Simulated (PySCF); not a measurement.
# C₉H₁₂O: circular dichroism and optical rotation, excited states, first hyperpolarisability

Aim: compute the circular dichroism and optical rotation, excited states, first hyperpolarisability of C₉H₁₂O (`COC1=CC=CC12CCC2`).

Programs: PySCF 2.14.0, with routines of our own; each step states its level. All values are computed. Atoms count from 0.

## 1. The starting structure

22 atoms, charge 0, multiplicity 1; geometry from: GFN2-xTB.

## 2. Relaxing the molecule at PBE0-D3(BJ)/def2-SVP

What the job is given:

```
{"job": {"xc": "PBE0", "basis": "def2-SVP", "d3": "d3bj", "grid": 2, "kind": "geom"}, "charge": 0, "multiplicity": 1}
C      2.760266     1.282848    -0.438129
O      1.360430     1.159963    -0.360858
C      0.879281    -0.096678    -0.220245
C      1.503322    -1.285439    -0.133095
C      0.494092    -2.317277     0.007324
C     -0.725260    -1.767532     0.007999
C     -0.608447    -0.285148    -0.137033
C     -1.479696     0.362006    -1.241692
C     -2.416010     0.931507    -0.170127
C     -1.381395     0.566616     0.900053
H      2.969814     2.345748    -0.546713
H      3.155480     0.739707    -1.302423
H      3.239862     0.904822     0.470293
H      2.559124    -1.482600    -0.158721
H      0.729431    -3.363314     0.094946
H     -1.671892    -2.266652     0.094838
H     -0.930753     1.132811    -1.777296
H     -1.915712    -0.337373    -1.951294
H     -2.654334     1.989048    -0.260321
H     -3.341323     0.367388    -0.073319
H     -1.744435     0.018905     1.766573
H     -0.792257     1.420031     1.227019
```

On the command line:

```sh
OMP_NUM_THREADS=1 python excited_run.py task.json out
```

The driver reads the jobs from task.json and runs them one after another.

Output:

```text
step   0  E = -424.54686282  max force = 0.017942
step   1  E = -424.54950834  max force = 0.003211
step   2  E = -424.54957400  max force = 0.001317
step   3  E = -424.54960240  max force = 0.003313
step   4  E = -424.54971231  max force = 0.003377
step   5  E = -424.54986898  max force = 0.002790
step   6  E = -424.54991700  max force = 0.001310
step   7  E = -424.54992704  max force = 0.000372
optimisation converged
```

Run time: 2.6 min. Hardware: 1 thread of Arm Neoverse V2, shared host; peak memory 0.98 GiB.

Along the way:

```
step  energy from step 0 (eV)  largest force component (eV/Å)
   0                   0.0000                          0.9226
   1                  -0.0720                          0.1651
   2                  -0.0738                          0.0677
   3                  -0.0745                          0.1704
   4                  -0.0775                          0.1737
   5                  -0.0818                          0.1435
   6                  -0.0831                          0.0674
   7                  -0.0834                          0.0191
```

Distances of close pairs at the start and the end, largest changes first:

```
  bond  before (Å)  after (Å)  change (Å)
C5–H15       1.074      1.091      +0.017
 O1–C2       1.353      1.336      -0.017
 C3–C4       1.450      1.467      +0.016
C4–H14       1.076      1.092      +0.016
C3–H13       1.074      1.089      +0.015
C9–H21       1.087      1.100      +0.013
C7–H16       1.087      1.100      +0.013
C8–H19       1.088      1.101      +0.013
```

The final coordinates are the input of the step that follows.

```
                         at the end point                value
  point group (found at 0.08 Å tolerance)                   Cs
rotational constants (GHz, main isotopes)  2.023, 1.248, 0.882
                        dipole moment (D)                 1.22
```

## 3. Circular dichroism and optical rotation: TDDFT CAM-B3LYP/def2-SVPD

What the job is given:

```
{"job": {"kind": "ecd", "xc": "CAM-B3LYP", "basis": "def2-SVPD", "nstates": 12}, "charge": 0, "multiplicity": 1}
C      2.996896    -0.138123    -0.513950
O      1.598881    -0.229374    -0.448551
C      1.089363    -1.456888    -0.309252
C      1.689911    -2.669224    -0.217763
C      0.626050    -3.668864    -0.076634
C     -0.582669    -3.070983    -0.083441
C     -0.399458    -1.589798    -0.233642
C     -1.260441    -0.911004    -1.339092
C     -2.270191    -0.487574    -0.260076
C     -1.170085    -0.706499     0.791065
H      3.250337     0.923762    -0.624570
H      3.392039    -0.701015    -1.378031
H      3.464384    -0.532610     0.405535
H      2.757050    -2.886211    -0.241942
H      0.809210    -4.741110     0.019154
H     -1.556153    -3.554687     0.004572
H     -0.719085    -0.046211    -1.750986
H     -1.601170    -1.554076    -2.163223
H     -2.712019     0.516801    -0.337799
H     -3.086306    -1.218490    -0.155246
H     -1.435325    -1.178703     1.747887
H     -0.602926     0.216281     0.984433
```

Method: TDDFT CAM-B3LYP/def2-SVPD circular dichroism and optical rotation, one conformer, gas phase.

Output:

```text
coarse grid: 18304 points
cycle   1  E = -424.6573967712  dE =  1.849e+00  |g| = 5.245e-01  |ddm| = 1.432e+01
cycle   2  E = -424.6658677471  dE = -8.471e-03  |g| = 5.464e-01  |ddm| = 2.636e+00
cycle   3  E = -424.7203220283  dE = -5.445e-02  |g| = 7.970e-02  |ddm| = 1.129e+00
cycle   4  E = -424.7211940086  dE = -8.720e-04  |g| = 4.240e-02  |ddm| = 2.962e-01
cycle   5  E = -424.7216125261  dE = -4.185e-04  |g| = 1.005e-02  |ddm| = 1.348e-01
cycle   6  E = -424.7216357262  dE = -2.320e-05  |g| = 3.053e-03  |ddm| = 4.282e-02
cycle   7  E = -424.7216384093  dE = -2.683e-06  |g| = 7.483e-04  |ddm| = 1.242e-02
final grid: 176544 points
cycle   8  E = -424.8151959698  dE = -5.781e-05  |g| = 4.104e-03  |ddm| = 2.730e-01
cycle   9  E = -424.8151963496  dE = -3.798e-07  |g| = 4.174e-03  |ddm| = 3.595e-02
cycle  10  E = -424.8152004930  dE = -4.143e-06  |g| = 5.825e-04  |ddm| = 1.358e-02
cycle  11  E = -424.8152005569  dE = -6.396e-08  |g| = 2.496e-04  |ddm| = 2.132e-03
cycle  12  E = -424.8152005728  dE = -1.583e-08  |g| = 5.144e-05  |ddm| = 9.449e-04
cycle  13  E = -424.8152005735  dE = -7.020e-10  |g| = 1.265e-05  |ddm| = 1.890e-04
converged SCF energy = -424.8152005735

Singlet excitations and rotatory strengths (1e-40 esu^2 cm^2)
state   eV       nm     f(len)   f(vel)    R(len)    R(vel)   main configurations
  1   4.5241   274.1  0.08739  0.08597     0.091     0.097   H->L 0.98
  2   5.6197   220.6  0.00247  0.00278    -0.011    -0.013   H->L+1 0.81, H->L+4 0.09
  3   6.1178   202.7  0.01175  0.01532     0.013     0.018   H->L+3 0.84
  4   6.2268   199.1  0.01427  0.01909     0.000     0.002   H->L+2 0.73, H->L+4 0.10, H->L+6 0.10
  5   6.5631   188.9  0.00005  0.00015     0.002     0.002   H->L+4 0.69, H->L+1 0.12
  6   6.7011   185.0  0.01932  0.01860    -0.012    -0.012   H-1->L 0.52, H->L+8 0.21, H->L+10 0.14
  7   6.9553   178.3  0.06257  0.06145     0.132     0.130   H->L+5 0.81, H-1->L 0.11
  8   7.0376   176.2  0.00016  0.00043    -0.073    -0.073   H->L+6 0.78, H->L+2 0.09
  9   7.1913   172.4  0.01358  0.01950    -0.083    -0.097   H->L+7 0.50, H-2->L 0.33
 10   7.2030   172.1  0.00027  0.00067     0.066     0.070   H-2->L 0.38, H->L+7 0.32, H-3->L 0.21
 11   7.2932   170.0  0.00003  0.00010    -0.016    -0.017   H-3->L 0.58, H-2->L 0.23
 12   7.5479   164.3  0.38849  0.38161     0.174     0.169   H->L+8 0.52, H-1->L 0.25

Specific rotation (deg / (dm g/mL))
    nm     length   length(OI)   velocity    alpha(len)  alpha(vel)
  633.0       0.99       0.98       1.02      108.609    108.563
  589.3       1.19       1.19       1.24      109.138    109.094
  546.0       1.48       1.48       1.54      109.814    109.774
  436.0       3.05       3.05       3.19      112.843    112.817
  405.0       4.05       4.05       4.24      114.385    114.363
  365.0       6.48       6.50       6.83      117.452    117.434
  355.0       7.50       7.53       7.92      118.552    118.533
```

It took 3.2 min on 1 thread of Arm Neoverse V2, shared host; peak memory 1.5 GiB.

## 4. Excited states: TDA wB97X-D/def2-SVPD

Settings changed since step 3:

```diff
@@ -1,2 +1,2 @@
-{"job": {"kind": "ecd", "xc": "CAM-B3LYP", "basis": "def2-SVPD", "nstates": 12}, "charge": 0, "multiplicity": 1}
+{"job": {"kind": "states", "xc": "wB97X-D", "basis": "def2-SVPD", "tda": true, "soc": true, "nstates": 6, "ntriplets": 5, "nquad": 4}, "charge": 0, "multiplicity": 1}
 C      2.996896    -0.138123    -0.513950
```

Method: TDA wB97X-D/def2-SVPD excited states, vertical, gas phase, spin-orbit mean-field couplings.

Output:

```text
coarse grid: 18304 points
cycle   1  E = -424.7699195611  dE =  1.953e+00  |g| = 5.080e-01  |ddm| = 1.150e+01
cycle   2  E = -424.7881580248  dE = -1.824e-02  |g| = 4.851e-01  |ddm| = 2.309e+00
cycle   3  E = -424.8295049748  dE = -4.135e-02  |g| = 7.273e-02  |ddm| = 9.342e-01
cycle   4  E = -424.8303656903  dE = -8.607e-04  |g| = 3.574e-02  |ddm| = 2.883e-01
cycle   5  E = -424.8306739517  dE = -3.083e-04  |g| = 8.274e-03  |ddm| = 1.157e-01
cycle   6  E = -424.8306914790  dE = -1.753e-05  |g| = 2.531e-03  |ddm| = 3.895e-02
cycle   7  E = -424.8306937026  dE = -2.224e-06  |g| = 7.814e-04  |ddm| = 1.235e-02
final grid: 176544 points
cycle   8  E = -424.9039758996  dE = -1.507e-04  |g| = 4.573e-03  |ddm| = 4.149e-01
cycle   9  E = -424.9039795141  dE = -3.615e-06  |g| = 3.489e-03  |ddm| = 5.131e-02
cycle  10  E = -424.9039823025  dE = -2.788e-06  |g| = 8.273e-04  |ddm| = 1.313e-02
cycle  11  E = -424.9039824756  dE = -1.731e-07  |g| = 4.354e-04  |ddm| = 5.491e-03
cycle  12  E = -424.9039825225  dE = -4.687e-08  |g| = 7.699e-05  |ddm| = 1.516e-03
cycle  13  E = -424.9039825256  dE = -3.127e-09  |g| = 4.074e-05  |ddm| = 4.242e-04
cycle  14  E = -424.9039825263  dE = -7.160e-10  |g| = 1.122e-05  |ddm| = 2.516e-04
converged SCF energy = -424.9039825263

Singlet excitations
state   eV       nm        f     d(h-e)  d(exc)  Lambda  PR(NTO)  |dmu|/D   mu/D   main configurations
  1   4.8418   256.1   0.13395   0.462   2.803   0.775   1.065    1.721    2.689   H->L 0.96
  2   5.9067   209.9   0.00300   0.864   3.775   0.261   1.030    3.595    2.634   H->L+1 0.74, H->L+4 0.13
  3   6.4516   192.2   0.01728   0.497   3.852   0.295   1.061    2.763    3.784   H->L+3 0.81
  4   6.6165   187.4   0.02145   0.665   4.170   0.212   1.052    2.783    1.752   H->L+2 0.64, H->L+4 0.14, H->L+6 0.14
  5   6.7364   184.1   0.02952   0.179   2.962   0.714   1.975                     H-1->L 0.56, H->L+8 0.34
  6   6.9549   178.3   0.00000   1.331   4.404   0.268   1.040                     H->L+4 0.55, H->L+1 0.16, H->L+2 0.11

Triplet excitations (Tamm-Dancoff)
state   eV     d(h-e)  d(exc)  Lambda  PR(NTO)   main configurations
  1   2.9248   0.225   2.481   0.766   1.058   H->L 0.93
  2   4.9563   0.042   2.235   0.690   2.012   H-1->L 0.40, H->L+8 0.38
  3   5.9371   0.949   3.780   0.260   1.028   H->L+1 0.75, H->L+4 0.13
  4   6.3697   0.400   2.896   0.716   1.947   H-1->L 0.54, H->L+8 0.35
  5   6.3894   0.309   3.744   0.301   1.063   H->L+3 0.80
S1 - T1 = 1.9170 eV

Spin-orbit couplings |<S|Hso|T>| (cm-1)
             T1       T2       T3       T4       T5
S0        0.222    0.049    3.534    0.081    5.887
S1        0.057    0.049    0.715    0.246    2.455
S2        0.203    0.651    0.003    0.560    0.663
S3        2.713    0.590    0.393    0.477    0.255
S4        1.327    1.595    1.335    0.976    1.359
S5        0.211    0.008    0.853    0.025    0.591
S6        1.660    0.778    0.573    0.347    0.950
T1 sublevels (cm-1): 0.000 0.000 0.000   radiative rates (1/s): 0.0102 0.0446 0.000822
```

Wall time 82 s (1 thread of Arm Neoverse V2, shared host); peak memory 1.2 GiB.

Key values:

```
  quantity    value
S1 less T1  1.92 eV
```

## 5. Excited states: TDDFT CAM-B3LYP/def2-SVPD

Settings changed since step 4:

```diff
@@ -1,2 +1,2 @@
-{"job": {"kind": "states", "xc": "wB97X-D", "basis": "def2-SVPD", "tda": true, "soc": true, "nstates": 6, "ntriplets": 5, "nquad": 4}, "charge": 0, "multiplicity": 1}
+{"job": {"kind": "states", "xc": "CAM-B3LYP", "basis": "def2-SVPD", "tpa": true, "nstates": 8, "nquad": 6, "ntriplets": 0}, "charge": 0, "multiplicity": 1}
 C      2.996896    -0.138123    -0.513950
```

With the program's defaults for keys left out, this is: TDDFT CAM-B3LYP/def2-SVPD excited states, vertical, gas phase, two-photon moments by quadratic response.

Output:

```text
coarse grid: 18304 points
cycle   1  E = -424.6573967712  dE =  1.849e+00  |g| = 5.245e-01  |ddm| = 1.432e+01
cycle   2  E = -424.6658677471  dE = -8.471e-03  |g| = 5.464e-01  |ddm| = 2.636e+00
cycle   3  E = -424.7203220283  dE = -5.445e-02  |g| = 7.970e-02  |ddm| = 1.129e+00
cycle   4  E = -424.7211940086  dE = -8.720e-04  |g| = 4.240e-02  |ddm| = 2.962e-01
cycle   5  E = -424.7216125261  dE = -4.185e-04  |g| = 1.005e-02  |ddm| = 1.348e-01
cycle   6  E = -424.7216357262  dE = -2.320e-05  |g| = 3.053e-03  |ddm| = 4.282e-02
cycle   7  E = -424.7216384093  dE = -2.683e-06  |g| = 7.483e-04  |ddm| = 1.242e-02
final grid: 176544 points
cycle   8  E = -424.8151959698  dE = -5.781e-05  |g| = 4.104e-03  |ddm| = 2.730e-01
cycle   9  E = -424.8151963496  dE = -3.798e-07  |g| = 4.174e-03  |ddm| = 3.595e-02
cycle  10  E = -424.8152004930  dE = -4.143e-06  |g| = 5.825e-04  |ddm| = 1.358e-02
cycle  11  E = -424.8152005569  dE = -6.396e-08  |g| = 2.496e-04  |ddm| = 2.132e-03
cycle  12  E = -424.8152005728  dE = -1.583e-08  |g| = 5.144e-05  |ddm| = 9.449e-04
cycle  13  E = -424.8152005735  dE = -7.020e-10  |g| = 1.265e-05  |ddm| = 1.890e-04
converged SCF energy = -424.8152005735

Singlet excitations
state   eV       nm        f     d(h-e)  d(exc)  Lambda  PR(NTO)  |dmu|/D   mu/D   delta(TPA)   sigma/GM   main configurations
  1   4.5243   274.0   0.08742   0.455   2.820   0.760   1.097    1.657    2.625       36.04      0.270   H->L 0.98
  2   5.6198   220.6   0.00247   1.197   3.969   0.255   1.021    4.782    3.727       70.98      0.821   H->L+1 0.81, H->L+4 0.09
  3   6.1179   202.7   0.01175   0.547   3.978   0.294   1.043    2.781    3.789        9.54      0.131   H->L+3 0.84
  4   6.2268   199.1   0.01427   0.788   4.361   0.204   1.032    2.394    1.626        7.39      0.105   H->L+2 0.73, H->L+4 0.10, H->L+6 0.10
  5   6.5632   188.9   0.00005   1.222   4.502   0.268   1.026    3.915    3.840       27.63      0.436   H->L+4 0.69, H->L+1 0.12
  6   6.7013   185.0   0.01928   0.146   3.078   0.642   2.031    0.524    0.691      337.06      5.545   H-1->L 0.52, H->L+8 0.21, H->L+10 0.14
  7   6.9554   178.3   0.06255   1.423   4.128   0.395   1.272                                            H->L+5 0.81, H-1->L 0.11
  8   7.0376   176.2   0.00016   0.704   4.496   0.243   1.045                                            H->L+6 0.78, H->L+2 0.09
```

Wall time 2.1 min (1 thread of Arm Neoverse V2, shared host); peak memory 1.4 GiB.

## 6. First hyperpolarisability: quadratic response CAM-B3LYP/def2-SVPD

Settings changed since step 5:

```diff
@@ -1,2 +1,2 @@
-{"job": {"kind": "states", "xc": "CAM-B3LYP", "basis": "def2-SVPD", "tpa": true, "nstates": 8, "nquad": 6, "ntriplets": 0}, "charge": 0, "multiplicity": 1}
+{"job": {"kind": "beta", "xc": "CAM-B3LYP", "basis": "def2-SVPD"}, "charge": 0, "multiplicity": 1}
 C      2.996896    -0.138123    -0.513950
```

Level: quadratic response CAM-B3LYP/def2-SVPD first hyperpolarisability, Taylor convention, gas phase.

Output:

```text
coarse grid: 18304 points
cycle   1  E = -424.6573967712  dE =  1.849e+00  |g| = 5.245e-01  |ddm| = 1.432e+01
cycle   2  E = -424.6658677471  dE = -8.471e-03  |g| = 5.464e-01  |ddm| = 2.636e+00
cycle   3  E = -424.7203220283  dE = -5.445e-02  |g| = 7.970e-02  |ddm| = 1.129e+00
cycle   4  E = -424.7211940086  dE = -8.720e-04  |g| = 4.240e-02  |ddm| = 2.962e-01
cycle   5  E = -424.7216125261  dE = -4.185e-04  |g| = 1.005e-02  |ddm| = 1.348e-01
cycle   6  E = -424.7216357262  dE = -2.320e-05  |g| = 3.053e-03  |ddm| = 4.282e-02
cycle   7  E = -424.7216384093  dE = -2.683e-06  |g| = 7.483e-04  |ddm| = 1.242e-02
final grid: 176544 points
cycle   8  E = -424.8151959698  dE = -5.781e-05  |g| = 4.104e-03  |ddm| = 2.730e-01
cycle   9  E = -424.8151963496  dE = -3.798e-07  |g| = 4.174e-03  |ddm| = 3.595e-02
cycle  10  E = -424.8152004930  dE = -4.143e-06  |g| = 5.825e-04  |ddm| = 1.358e-02
cycle  11  E = -424.8152005569  dE = -6.396e-08  |g| = 2.496e-04  |ddm| = 2.132e-03
cycle  12  E = -424.8152005728  dE = -1.583e-08  |g| = 5.144e-05  |ddm| = 9.449e-04
cycle  13  E = -424.8152005735  dE = -7.020e-10  |g| = 1.265e-05  |ddm| = 1.890e-04
converged SCF energy = -424.8152005735

Lowest singlets (eV, f): 4.5243 0.0874  5.6198 0.0025  6.1179 0.0118

First hyperpolarisability (au)
process     nm      |vector|   parallel      HRS      DR
static         -      167.37      57.73      68.77   5.134
shg       1907.0      179.18      64.53      73.84   5.037
eope      1907.0      171.11      59.86          -       -
shg       1064.0      213.73      85.46       88.8   4.796
eope      1064.0      180.08      65.06          -       -
```

It took 94 s on 1 thread of Arm Neoverse V2, shared host; peak memory 1.3 GiB.

## 7. What came out

```
                                                                                       quantity                                                        value
                                                                                    point group                                                           Cs
                                                           rotational constants (main isotopes)                                         2.02, 1.25, 0.88 GHz
state of largest rotatory strength (velocity form) among 12 (step 3, TDDFT CAM-B3LYP/def2-SVPD)  7.55 eV, R = +0.2 (velocity), +0.2 (length) ·10⁻⁴⁰ esu² cm²
                              specific rotation at 633.0 nm (step 3, TDDFT CAM-B3LYP/def2-SVPD)                                 1.0 (velocity), 1.0 (length)
                                                     S1 less T1 (step 4, TDA wB97X-D/def2-SVPD)                                                      1.92 eV
                                      β vector (step 6, quadratic response CAM-B3LYP/def2-SVPD)          static 167, SHG 1907.0 nm 179, SHG 1064.0 nm 214 au
```

In words: The optimisation took 7 steps and gained 0.083 eV; among the close pairs (by a distance rule), C5–H15 changed most, from 1.074 to 1.091 Å. No frequency check was run at this level, so the end point may be a saddle. The geometry is achiral, so these rotations and rotatory strengths are numerical residue. In step 4, the number of triplets below S1 is 1, and the largest singlet-triplet spin-orbit coupling is S0–T5, 5.89 cm⁻¹. β grows from 167 au (static) to 214 au for doubling at 1064.0 nm: normal dispersion, which grows as twice the photon energy moves toward the bright states.
